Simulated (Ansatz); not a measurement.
LuAg2, space group I4/mmm, a breakdown of dispersion, smearing and cutoff terms

With Ansatz 0.2.0 through its Python package.

At the Python prompt:
```pycon
>>> import warnings
>>> import ansatz as az
>>> warnings.simplefilter("ignore", az.DeckWarning)
>>> luag2 = (
...     az.Lattice.of([-1.818934, 1.818934, 4.527467], [1.818934, -1.818934, 4.527467], [1.818934, 1.818934, -4.527467])
...     .atom("Lu", [0.0, 0.0, 0.0])
...     .atom("Ag", [0.66839, 0.66839, 0.0])
...     .atom("Ag", [0.33161, 0.33161, 0.0])
... )
>>> luag2.resolved().sites[-1]
Site(symbol='Ag', position=(0.33161, 0.33161, 0.0), moment=None, axis=None, held=None, saved=None)
>>> calculation = luag2.calculation()
>>> calculation = calculation.occupations(az.OccupationsMethod.COLD, width=0.02).kpoints(spacing=0.52)
>>> calculation = calculation.scf(tolerance=1e-07, max_iterations=100, extra_bands=2, algorithm="direct_min")
>>> with_term = calculation.functional("pbesol", dispersion="d3bj").basis(380).cutoff_correction(630).run(threads=1).report
>>> without = calculation.functional("pbesol").basis(380).run(threads=1).report
>>> finer = calculation.functional("pbesol").basis(630).run(threads=1).report
>>> removed = az.free_energy_without(with_term, az.EnergyTerm.DISPERSION)
>>> print(f"dispersion term            {with_term['components']['e_disp']:.5f} eV")
dispersion term            -1.51269 eV
>>> print(f"F less dispersion          {removed:.5f} eV, run without it {without['free_energy_ev']:.5f} eV")
F less dispersion          -29657.02713 eV, run without it -29657.02713 eV
>>> print(f"F less smearing term       {az.free_energy_without(without, az.EnergyTerm.SMEARING):.5f} eV")
F less smearing term       -29657.02617 eV
>>> print(f"estimated gain to 630 eV   {with_term['cutoff_correction']['energy_ev']:.5f} eV, found {finer['free_energy_ev'] - without['free_energy_ev']:.5f} eV")
estimated gain to 630 eV   -0.00695 eV, found -0.00688 eV
```

What to keep in mind:
- These settings explore the input space; cutoff and mesh may be short of convergence.
- The cutoff lies under the one recommended for these potentials in some of the runs.
- Dispersion corrections can be off by several per cent in the lattices of metals, and by several GPa in the pressure at a fixed cell.
- The mesh is modest for a metal, so energies can be off by several to tens of meV an atom and pressures by half a GPa or more; differences at equal mesh fare better.
- The structure comes from a database of computed cells and needn't be a stable or known phase.
- The script silences the warnings on its input, which a real study should read.
- Timing: 10 s on 1 thread of AMD EPYC 9R45 96-Core Processor (Zen 5) (shared host), peak memory 0.56 GiB.
